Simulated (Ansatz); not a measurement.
# CH₄BrOSi radical: an energy map over bond length O2–Si3 and dihedral C1–O2–Si3–Br4

How does the energy of CH4BrOSi, SMILES CO[SiH]Br, spin multiplicity 2 change over two coordinates at once? A grid of runs gives the map.

The runs use Ansatz 0.2.0; UKS PBE-D4/def2-SVP.

**1. Starting geometry**

8 atoms, charge 0, spin multiplicity 2.

Atoms are counted from 1 here; the program's logs count them from 0.

Bond lengths: C1–O2 1.418 Å, C1–H5 1.114 Å, C1–H6 1.113 Å, C1–H7 1.110 Å, O2–Si3 1.676 Å, Si3–Br4 2.268 Å, Si3–H8 1.512 Å. Angles: O2–C1–H5 111.3°, O2–C1–H6 111.9°, O2–C1–H7 108.1°, H5–C1–H6 108.6°, H5–C1–H7 108.2°, H6–C1–H7 108.6°, C1–O2–Si3 127.0°, O2–Si3–Br4 110.4°, O2–Si3–H8 103.9°, Br4–Si3–H8 108.2°.

Coordinates:

```xyz
8

C    -1.05003    0.58984   -0.14455
O    -0.34235   -0.47088    0.47561
Si    1.06770   -1.19579   -0.06737
Br    2.63519    0.37559   -0.53516
H    -1.65080    0.22472   -1.00810
H    -0.36646    1.39271   -0.50154
H    -1.74555    1.02457    0.60308
H     1.54450   -1.99796    1.12223
```

This geometry comes from a loose relaxation at PBE in a small basis, which is not shown.

**3. Setting up the map**

- bond length O2–Si3: 7 values from 1.474 to 2.094 Å
- dihedral C1–O2–Si3–Br4: 8 values from −180 to 135 °, periodic

Nothing else is relaxed (all other coordinates rigid). Energies count from the relaxed molecule at the same level. Points are written as (first, second).

(The set-up runs are not shown.)

**4. Grid point (1.681 Å, 45°)**

Input file input.yaml:

```yaml
crystal:
  periodic: [false, false, false]
  atoms:
    - { symbol: C, position_ang: [-1.048515, 0.594266, -0.138884] }
    - { symbol: O, position_ang: [-0.33509, -0.455157, 0.493917] }
    - { symbol: Si, position_ang: [1.063739, -1.203113, -0.062502] }
    - { symbol: Br, position_ang: [2.547594, 0.345056, -0.799284] }
    - { symbol: H, position_ang: [-1.601999, 0.229653, -1.032497] }
    - { symbol: H, position_ang: [-0.374012, 1.420749, -0.4542] }
    - { symbol: H, position_ang: [-1.785166, 0.995322, 0.585883] }
    - { symbol: H, position_ang: [1.637894, -1.86294, 1.170222] }
magnetization:
  spin_polarized: true
  initial_magnetization: 1
basis:
  gaussian: { orbitals: def2-SVP }
hamiltonian:
  xc: pbe
  dispersion: d4
output:
  forces: true
```

The run is started by

```console
$ ansatz run input.yaml --threads 1 --pin off --max-ram 2560MiB --backend cpu --events-out ev --progress --plain --runs-dir out
```

The session goes on with these runs: all other points of the grid.

Q: Predict the outcome of this session. Wanted: lowest point; highest computed point; dipole moment.

As calculated:

| quantity | value |
| --- | --- |
| lowest point | (1.681 Å, 45°), 0.26 kJ/mol |
| highest computed point | (2.094 Å, −90°), 137 kJ/mol above the lowest |
| dipole moment (D) | 0.29 at (1.991 Å, 0°) to 3.22 at (1.474 Å, −180°); 1.37 at the lowest point |
| time for the whole task | 15 min on 1 thread, shared host |

In words: The lowest computed point is at (1.681 Å, 45°), 0.26 kJ/mol from the relaxed molecule at the same level. The grid is coarse, so the true minimum lies between grid points and may sit elsewhere than the lowest one. It is the only kind of minimum in the scanned range. The highest computed point, (2.094 Å, −90°), lies 137 kJ/mol above the lowest. On the interpolated surface the easiest way out of the lowest well to its copy in the next cell or period passes a barrier of about 18 kJ/mol. Round the minimum the two coordinates are nearly uncoupled. Between some neighbouring points the energy changes steeply; a change of electronic state there was not ruled out.
